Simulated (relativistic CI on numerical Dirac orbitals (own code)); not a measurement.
# Ti³⁺: 2p photoemission with charge transfer

Wanted: the shape of the 2p photoemission spectrum of Ti³⁺ in a cubic metal-ligand cluster, for 3 values of Delta.

Program: relativistic CI on numerical Dirac orbitals (own code) version 3. Level of theory: charge-transfer multiplet model of a cubic metal-ligand cluster with up to 2 ligand holes, Slater and spin-orbit integrals from Dirac-Coulomb-Breit ions, Slater integrals scaled by 0.8. These are calculated values, not measurements, unless marked.

## Step 1: The system

| Item | Value |
| --- | --- |
| ion | Ti³⁺ (Ti IV) |
| nuclear charge | 22 |
| electrons | 19 |
| d electrons | 1 |
| ligand holes at most | 2 |
| parameters | in eV; Veg, Vt2g hoppings, tenDq and tenDqL metal and ligand splittings (negative tenDq: tetrahedral), red the scaling of hopping with a core hole |
| temperature | 20 K |
| widths | Lorentz 0.6 eV, Gauss 0.8 eV |

## Step 2: Delta = 2.4 eV

Settings, as recorded:

```ini
cluster ion=Ti3+ d1 ligand_holes=2 slater_scale=0.8
Delta=2.4 Udd=4.4 Upd=5.1 tenDq=0.9 tenDqL=0.3 Veg=3.4 Vt2g=-1.45 red=0.8
spectrum xps 2p T=20 lorentz=0.6 gauss=0.8
```

Command:

```bash
> python run_levels.py task.json out
```

The settings of every run stand in task.json; they run in order.

Main fields of the result record, rounded:

```text
{
  "status": "converged",
  "curve, one point in 5 above 2 % of the maximum [energy, intensity] [eV from the first main peak; 1/eV]": [
    [-3.3, 0.005719],
    [-2.8, 0.008035],
    [-2.3, 0.01237],
    [-1.8, 0.02263],
    [-1.3, 0.05534],
    [-0.8, 0.1412],
    [-0.3, 0.246],
    [0.2, 0.2695],
    [0.7, 0.1771],
    [1.2, 0.08445],
    [1.7, 0.04255],
    [2.2, 0.02899],
    [2.7, 0.02913],
    [3.2, 0.03021],
    [3.7, 0.02926],
    [4.2, 0.03529],
    [4.7, 0.04923],
    [5.2, 0.06859],
    [5.7, 0.0888],
    [6.2, 0.09263],
    [6.7, 0.08074],
    [7.2, 0.06451],
    [7.7, 0.04299],
    [8.2, 0.02604],
    [8.7, 0.02151],
    [9.2, 0.01933],
    [9.7, 0.01632],
    [10.2, 0.01619],
    "... 9 more rows left out ..."
  ],
  "weights": [0.352079, 0.505407, 0.142515],
  "n_d": 1.79044,
  "n_eg": 0.586489,
  "ground_S": 0.500006,
  "ground_energy [eV]": -9.31738,
  "cluster_levels [E_eV, degeneracy, S, weight_dn]": [
    [3.908e-14, 4, 0.5, 0.3521],
    [0.02528, 2, 0.5, 0.352],
    [1.927, 4, 0.5, 0.3673],
    [5.88, 2, 1.498, 6.574e-27],
    [5.88, 4, 1.499, 1.72e-06],
    [5.885, 4, 1.5, 1.381e-06],
    [5.89, 2, 1.5, 8.867e-30],
    [5.89, 4, 1.5, 9.494e-09],
    [5.89, 2, 1.5, 2.357e-10],
    [5.895, 2, 1.44, 6.758e-06],
    [5.903, 2, 1.358, 4.578e-28],
    [5.904, 4, 1.428, 4.651e-05],
    [5.912, 4, 1.474, 1.4e-05],
    [5.919, 2, 1.45, 1.326e-06],
    [5.921, 4, 1.485, 3.62e-06],
    [5.923, 2, 0.6962, 2.116e-05],
    [5.925, 2, 0.7469, 1.001e-28],
    [5.931, 4, 0.6692, 0.0001929],
    [5.954, 4, 0.5384, 0.001145]
  ],
  "atomic [eV]": {"ground": {"F2dd": 6.57793, "F4dd": 4.09031, "zeta_d": 0.0171529}, "final": {"F2dd": 6.57793, "F4dd": 4.09031, "zeta_d": 0.0318342, "zeta_core": 3.74061, "F2cd": 5.06603, "G1cd": 3.78542, "G3cd": 2.14922}}
}
```

Run time: 6.9 s. Hardware: 1 thread of Neoverse-V1, shared host; peak memory 0.2 GiB.

## Step 3: Delta = -0.6 eV

Settings, as recorded:

```ini
cluster ion=Ti3+ d1 ligand_holes=2 slater_scale=0.8
Delta=-0.6 Udd=4.4 Upd=5.1 tenDq=0.9 tenDqL=0.3 Veg=3.4 Vt2g=-1.45 red=0.8
spectrum xps 2p T=20 lorentz=0.6 gauss=0.8
```

Result record:

```text
{
  "status": "converged",
  "curve, one point in 8 above 2 % of the maximum [energy, intensity] [eV from the first main peak; 1/eV]": [
    [-3.4, 0.005478],
    [-2.6, 0.009673],
    [-1.8, 0.02378],
    [-1, 0.1075],
    [-0.2, 0.266],
    [0.6, 0.1814],
    [1.4, 0.0595],
    [2.2, 0.03276],
    [3, 0.03258],
    [3.8, 0.03318],
    [4.6, 0.04348],
    [5.4, 0.07319],
    [6.2, 0.09019],
    [7, 0.0777],
    [7.8, 0.03421],
    [8.6, 0.02309],
    [9.4, 0.0165],
    [10.2, 0.01214],
    [11, 0.01148],
    [11.8, 0.01512],
    [12.6, 0.0163],
    [13.4, 0.01017],
    [14.2, 0.005533],
    [18.7, 0.008318]
  ],
  "weights": [0.222371, 0.546331, 0.231298],
  "n_d": 2.00893,
  "n_eg": 0.727071,
  "ground_S": 0.500011,
  "ground_energy [eV]": -12.0182,
  "cluster_levels [E_eV, degeneracy, S, weight_dn]": [
    [6.217e-14, 4, 0.5, 0.2224],
    [0.025, 2, 0.5, 0.2223],
    [1.979, 4, 0.5, 0.2231],
    [4.605, 2, 1.498, 1.015e-25],
    [4.605, 4, 1.499, 1.644e-06],
    [4.611, 4, 1.5, 1.048e-06],
    [4.619, 2, 1.5, 3.216e-28],
    [4.619, 4, 1.5, 8.389e-09],
    [4.62, 2, 1.5, 3.499e-08],
    [4.62, 2, 1.47, 2.938e-06],
    [4.633, 4, 1.464, 2.58e-05],
    [4.633, 2, 1.427, 3.88e-25],
    [4.642, 4, 1.483, 7.358e-06],
    [4.648, 2, 1.494, 2.265e-06],
    [4.652, 4, 1.496, 3.052e-06],
    [4.658, 2, 0.5684, 1.276e-05],
    [4.661, 2, 0.6368, 2.584e-28],
    [4.668, 4, 0.5876, 0.0001456],
    [4.697, 4, 0.5211, 0.001384]
  ],
  "atomic [eV]": {"ground": {"F2dd": 6.57793, "F4dd": 4.09031, "zeta_d": 0.0171529}, "final": {"F2dd": 6.57793, "F4dd": 4.09031, "zeta_d": 0.0318342, "zeta_core": 3.74061, "F2cd": 5.06603, "G1cd": 3.78542, "G3cd": 2.14922}}
}
```

Wall time 6.7 s (1 thread of Neoverse-V1, shared host); peak memory 0.23 GiB.

## Step 4: Delta = 1.4 eV

Settings, as recorded:

```ini
cluster ion=Ti3+ d1 ligand_holes=2 slater_scale=0.8
Delta=1.4 Udd=4.4 Upd=5.1 tenDq=0.9 tenDqL=0.3 Veg=3.4 Vt2g=-1.45 red=0.8
spectrum xps 2p T=20 lorentz=0.6 gauss=0.8
```

Result record:

```text
{
  "status": "converged",
  "curve, one point in 8 above 2 % of the maximum [energy, intensity] [eV from the first main peak; 1/eV]": [
    [-3.3, 0.005732],
    [-2.5, 0.0103],
    [-1.7, 0.02665],
    [-0.9, 0.1215],
    [-0.1, 0.271],
    [0.7, 0.1718],
    [1.5, 0.05381],
    [2.3, 0.02985],
    [3.1, 0.031],
    [3.9, 0.03193],
    [4.7, 0.04773],
    [5.5, 0.07979],
    [6.3, 0.09009],
    [7.1, 0.07133],
    [7.9, 0.0326],
    [8.7, 0.02217],
    [9.5, 0.01633],
    [10.3, 0.01403],
    [11.1, 0.01834],
    [11.9, 0.01879],
    [12.7, 0.01111],
    [17.1, 0.005589],
    [17.9, 0.007962]
  ],
  "weights": [0.305565, 0.524996, 0.169439],
  "n_d": 1.86387,
  "n_eg": 0.635024,
  "ground_S": 0.500007,
  "ground_energy [eV]": -10.1445,
  "cluster_levels [E_eV, degeneracy, S, weight_dn]": [
    [4.086e-14, 4, 0.5, 0.3056],
    [0.02519, 2, 0.5, 0.3055],
    [1.951, 4, 0.5, 0.3156],
    [5.41, 2, 1.498, 2.444e-25],
    [5.41, 4, 1.499, 1.705e-06],
    [5.416, 4, 1.5, 1.271e-06],
    [5.421, 2, 1.5, 9.086e-30],
    [5.422, 4, 1.5, 9.039e-09],
    [5.422, 2, 1.5, 8.767e-10],
    [5.425, 2, 1.453, 5.14e-06],
    [5.435, 2, 1.386, 6.577e-27],
    [5.435, 4, 1.443, 3.828e-05],
    [5.444, 4, 1.477, 1.128e-05],
    [5.45, 2, 1.477, 2.029e-06],
    [5.453, 4, 1.491, 3.565e-06],
    [5.456, 2, 0.6295, 1.774e-05],
    [5.458, 2, 0.7044, 2.895e-28],
    [5.465, 4, 0.6355, 0.0001783],
    [5.49, 4, 0.5314, 0.001228]
  ],
  "atomic [eV]": {"ground": {"F2dd": 6.57793, "F4dd": 4.09031, "zeta_d": 0.0171529}, "final": {"F2dd": 6.57793, "F4dd": 4.09031, "zeta_d": 0.0318342, "zeta_core": 3.74061, "F2cd": 5.06603, "G1cd": 3.78542, "G3cd": 2.14922}}
}
```

Run time: 6.7 s. Hardware: 1 thread of Neoverse-V1, shared host; peak memory 0.23 GiB.

## Step 5: Comparison

| run | d count | weight without ligand hole | ground S | up to four highest peaks (% of the highest), eV from the first main peak |
| --- | --- | --- | --- | --- |
| Delta = 2.4 eV | 1.79 | 0.35 | 0.50 | 0.0 (100), 3.1 (11), 6.0 (34), 11.2 (8) |
| Delta = -0.6 eV | 2.01 | 0.22 | 0.50 | 0.0 (100), 3.0 (12), 6.4 (33), 12.3 (6) |
| Delta = 1.4 eV | 1.86 | 0.31 | 0.50 | 0.0 (100), 3.0 (11), 6.1 (33), 11.6 (7) |

## Step 6: Outcome

```
                           quantity         value
                            d count  1.79 to 2.01
ground spin (effective S from ⟨S²⟩)          0.50
```

In words: From Delta = -0.6 eV to Delta = 2.4 eV the ground-state d count goes from 2.01 to 1.79. In the first run the ligand-hole configurations outweigh d1 itself: the bond is strongly covalent. The space is cut at the given number of ligand holes while the last configuration still holds over a tenth of the ground state. The cluster parameters are drawn, not fitted to a compound.
